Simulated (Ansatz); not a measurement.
# MnS: the cost of one run

Computed with Ansatz 0.2.0 (DFT PBE+U (U_eff = 3.9 eV on Mn 3d), scalar-relativistic, plane waves, PAW, unless a step's input says otherwise).

The COD entry's cell or inner coordinates are ideal or old and differ from later refinements, so a difference from it is no clean test against experiment.

## Step 1: Starting point

The structure is cubic, space group Fm-3m (No. 225). Conventional cell: a = 5.209 Å, b = 5.209 Å, c = 5.209 Å, α = 90.00°, β = 90.00°, γ = 90.00°. Mn (site symmetry m-3m) has 6 S at 2.60 Å as nearest neighbours. Around S (site symmetry m-3m) lie 6 Mn at 2.60 Å.

Coordinates:

```xyz
2
Lattice="0.0000 2.6045 2.6045 2.6045 0.0000 2.6045 2.6045 2.6045 0.0000" Properties=species:S:1:pos:R:3 pbc="T T T"
Mn    0.0000    0.0000    0.0000
S     2.6045    2.6045    2.6045
```

Starting moments: Mn 5.00 μB.

## Step 2: First run, at the start cell

input.yaml

```yaml
crystal:
  lattice:
    - [0.0, 2.6045, 2.6045]
    - [2.6045, 0.0, 2.6045]
    - [2.6045, 2.6045, 0.0]
  atoms:
    - { symbol: Mn, position: [0.0, 0.0, 0.0], spin: 5.0 }
    - { symbol: S, position: [0.5, 0.5, 0.5] }
basis:
  ecutwfc: 420
  ecutrho_ratio: 4
kpoints:
  mp_grid: { grid: [5, 5, 5] }
hamiltonian:
  xc: pbe
  hubbard: { sites: [{ species: Mn, l: d, u_eff: 3.9 }] }
scf:
  occupations: { method: gaussian, width: 0.05 }
output:
  forces: true
  stress: true
  eigenvalues: true
  populations: true
  hubbard: { sites: [{ species: Mn, l: d }] }
magnetization:
  spin_polarized: true
```

The run is started by

```console
> ansatz run input.yaml --threads 2 --pin off --max-ram 5120MiB --backend cpu --events-out ev --progress --plain --runs-dir out
```

What time and memory should one allow on 2 threads of AMD EPYC (Zen 3), shared host?

About 6.6 s, with a peak of 0.32 GiB.
